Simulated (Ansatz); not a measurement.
**CH₃F₃NV: how energies converge with the basis set**

The task here is to estimate one member of a computed series from the others.

The runs use Ansatz 0.2.0, Gaussian basis; one geometry, several basis sets.

Levels to be run: PBE0-D4/def2-SVP; ωB97M-V/def2-SVP; PBE0-D4/def2-QZVPP; ωB97M-V/def2-QZVPP; the functionals' def2-TZVPP values are taken from earlier runs.

### The relaxed structure

The geometry comes from an earlier relaxation with PBE0-D4 in a triple-zeta def2 set; it is a stationary point, not always the lowest conformer.

SMILES `C[N]=[V]([F])([F])[F]`, 9 atoms, charge 0, spin multiplicity 1.

Atoms are counted from 1 here; the program's logs count them from 0.

Bond lengths: C1–N2 1.412 Å, C1–H7 1.095 Å, C1–H8 1.095 Å, C1–H9 1.095 Å, N2–V3 1.593 Å, V3–F4 1.733 Å, V3–F5 1.733 Å, V3–F6 1.733 Å. Angles: N2–C1–H7 110.1°, N2–C1–H8 110.1°, N2–C1–H9 110.1°, H7–C1–H8 108.9°, H7–C1–H9 108.9°, H8–C1–H9 108.9°, C1–N2–V3 180.0°, N2–V3–F4 107.4°, N2–V3–F5 107.4°, N2–V3–F6 107.4°, F4–V3–F5 111.5°, F4–V3–F6 111.5°, F5–V3–F6 111.5°.

Geometry (Å):

```
C     0.24008   -1.22070    0.91471
N     0.02951   -0.10633    0.07434
V    -0.20906    1.15138   -0.87404
F    -1.35619    0.67805   -2.08337
F     1.31886    1.56713   -1.57765
F    -0.82281    2.43596    0.11366
H    -0.04913   -0.97651    1.94196
H    -0.35954   -2.06947    0.57040
H     1.29697   -1.50591    0.90279
```

The first run:

Input file in.yaml:

```yaml
crystal:
  periodic: [false, false, false]
  atoms:
    - {symbol: C, position_ang: [0.240082, -1.220705, 0.914713]}
    - {symbol: N, position_ang: [0.029515, -0.106326, 0.074338]}
    - {symbol: V, position_ang: [-0.209058, 1.151375, -0.874042]}
    - {symbol: F, position_ang: [-1.356192, 0.678055, -2.083366]}
    - {symbol: F, position_ang: [1.318857, 1.567131, -1.577646]}
    - {symbol: F, position_ang: [-0.822808, 2.435960, 0.113663]}
    - {symbol: H, position_ang: [-0.049128, -0.976511, 1.941955]}
    - {symbol: H, position_ang: [-0.359540, -2.069469, 0.570396]}
    - {symbol: H, position_ang: [1.296970, -1.505908, 0.902789]}
basis:
  gaussian: {orbitals: def2-SVP}
hamiltonian: {xc: pbe0, dispersion: d4}
output: {orbitals: {seedname: orbitals}}
```

The run is started by

```sh
> ansatz run in.yaml --threads 8 --pin off --events-out ev --progress --plain --max-ram 18278MiB
```

Steps of the session up to this table: PBE0-D4 in def2-SVP; ωB97M-V in def2-SVP; PBE0-D4 in def2-QZVPP; ωB97M-V in def2-QZVPP.

One table of the session follows, with a row left open; its other results are not shown here.

It belongs to the step «Functionals by basis». 

| functional | basis | HOMO (eV) | LUMO (eV) |
| --- | --- | --- | --- |
| PBE0-D4 | def2-SVP | -8.71 | -2.79 |
| PBE0-D4 | def2-TZVPP | -8.78 | -2.81 |
| PBE0-D4 | def2-QZVPP | -8.78 | -2.81 |
| ωB97M-V | def2-SVP | ? | ? |
| ωB97M-V | def2-TZVPP | -11.12 | -0.52 |
| ωB97M-V | def2-QZVPP | -11.12 | -0.52 |

Estimate the missing values for ωB97M-V, def2-SVP.

The run gave: HOMO (eV): -11.01; LUMO (eV): -0.46. In the column «HOMO (eV)» it lies between ωB97M-V, def2-QZVPP (-11.12) and PBE0-D4, def2-TZVPP (-8.78).
